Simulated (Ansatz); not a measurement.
# KLuS2: the cost of one run

Computed with Ansatz 0.2.0 (DFT LDA, scalar-relativistic, unless a step's input says otherwise).

**1. The starting structure**

Symmetry: R-3m, No. 166, trigonal system. Conventional cell: a = 3.949 Å, b = 3.949 Å, c = 21.871 Å, α = 90.00°, β = 90.00°, γ = 120.00°. K (site symmetry -3m) is surrounded by 6 S at 3.15 Å. Lu (site symmetry -3m) has 6 S at 2.71 Å in its first shell of neighbours. Around S (site symmetry 3m) lie 3 Lu at 2.71 Å and 3 K at 3.15 Å.

Coordinates:

```cif
data_structure
_symmetry_space_group_name_H-M 'P 1'
_symmetry_Int_Tables_number 1
_cell_length_a 7.6385
_cell_length_b 7.6385
_cell_length_c 7.6385
_cell_angle_alpha 29.961
_cell_angle_beta 29.961
_cell_angle_gamma 29.961
_cell_volume 98.46
loop_
_atom_site_label
_atom_site_type_symbol
_atom_site_fract_x
_atom_site_fract_y
_atom_site_fract_z
_atom_site_occupancy
K1 K 0.00000 0.00000 0.00000 1
Lu1 Lu 0.50000 0.50000 0.50000 1
S1 S 0.23369 0.23369 0.23369 1
S2 S 0.76631 0.76631 0.76631 1
```

Atoms are numbered in the order of the input: K1, Lu2, S3, S4.

**2. After the deformation**

Space group R-3m before, R-3m after.

**3. LAPW, all electrons**

The input, input.yaml:

```yaml
crystal:
  lattice:
    - [1.9942462422, 1.1513786048, 7.29033]
    - [-1.9942462422, 1.1513786048, 7.29033]
    - [0.0, -2.3027572094, 7.29033]
  atoms:
    - { symbol: K, position: [0.0, 0.0, 0.0] }
    - { symbol: Lu, position: [0.5, 0.5, 0.5] }
    - { symbol: S, position: [0.23369, 0.23369, 0.23369] }
    - { symbol: S, position: [0.76631, 0.76631, 0.76631] }
kpoints:
  mp_grid: { grid: [7, 7, 7] }
  band_path:
    path:
      - [0.0, 0.0, 0.0]
      - [0.5, 0.5, 0.5]
      - [0.8167049252, 0.1832950748, 0.5]
      - [0.5, -0.1832950748, 0.1832950748]
      - [0.5, 0.0, 0.0]
      - [0.0, 0.0, 0.0]
      - [0.3416475374, -0.3416475374, 0.0]
      - [0.6583524626, 0.0, 0.3416475374]
      - [0.5, 0.0, 0.5]
    npoints: 5
scf:
  occupations: { method: fermi_dirac, width: 0.01 }
hamiltonian:
  xc: lda
  pseudopotentials: { kind: all_electron, lapw: { basis_error: 0.001 } }
output:
  forces: true
  stress: true
  eigenvalues: true
```

On the command line:

```
$ ansatz run input.yaml --threads 1 --pin off --max-ram 4096MiB --backend cpu --events-out ev --progress --plain --runs-dir out
```

Q: Estimate wall time and peak memory on 1 thread of AMD EPYC 7R43 (Zen 3), shared host.

About 42 s, with a peak of 0.56 GiB.
